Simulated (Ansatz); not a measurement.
# HfGe4: the cost of one run

Computed with Ansatz 0.2.0 (DFT PBE, scalar-relativistic, plane waves, PAW, unless a step's input says otherwise).

1 further run of the same task is left out (it didn't finish).

### 1 Starting point

It takes space group Im-3m (No. 229, cubic). The conventional cell has a = 5.701 Å, b = 5.701 Å, c = 5.701 Å, α = 90.00°, β = 90.00°, γ = 90.00°. Around Hf (site symmetry m-3m) lie 8 Ge at 2.47 Å. Around Ge (site symmetry -3m) lie 2 Hf at 2.47 Å.

As a file:

```cif
data_structure
_symmetry_space_group_name_H-M 'Im-3m'
_symmetry_Int_Tables_number 229
_cell_length_a 5.7014
_cell_length_b 5.7014
_cell_length_c 5.7014
_cell_angle_alpha 90.000
_cell_angle_beta 90.000
_cell_angle_gamma 90.000
_cell_volume 185.33
loop_
_atom_site_label
_atom_site_type_symbol
_atom_site_symmetry_multiplicity
_atom_site_Wyckoff_symbol
_atom_site_fract_x
_atom_site_fract_y
_atom_site_fract_z
_atom_site_occupancy
Hf1 Hf 2 a 0.00000 0.00000 0.00000 1
Ge1 Ge 8 c 0.25000 0.25000 0.75000 1
```

Recipe of the guess: species swapped into a database cell of NiHg4 (Im-3m, No. 229), with Hf on the Ni sites and Ge on the Hg sites. The dimensions are guesses.

### 2 Probe: one point on a coarse mesh

File input.yaml:

```yaml
crystal:
  lattice:
    - [-2.85069238, 2.85069238, 2.85069238]
    - [2.85069238, -2.85069238, 2.85069238]
    - [2.85069238, 2.85069238, -2.85069238]
  atoms:
    - { symbol: Hf, position: [0.0, 0.0, 0.0] }
    - { symbol: Ge, position: [0.0, 0.0, 0.5] }
    - { symbol: Ge, position: [0.5, 0.0, 0.0] }
    - { symbol: Ge, position: [0.5, 0.5, 0.5] }
    - { symbol: Ge, position: [0.0, 0.5, 0.0] }
basis:
  ecutwfc: 420
kpoints:
  mp_grid: { grid: [4, 4, 4] }
hamiltonian:
  xc: pbe
scf:
  occupations: { method: gaussian, width: 0.1 }
  lower_state_search: "off"
output:
  forces: true
  stress: true
  eigenvalues: true
```

The run is started by

```console
$ ansatz run input.yaml --threads 1 --pin off --max-ram 2048MiB --backend cpu --events-out ev --progress --plain --runs-dir out
```

What time and memory should one allow on 1 thread of Intel Xeon Platinum 8488C (Sapphire Rapids), shared host?

About 1.9 s, with a peak of 0.44 GiB.
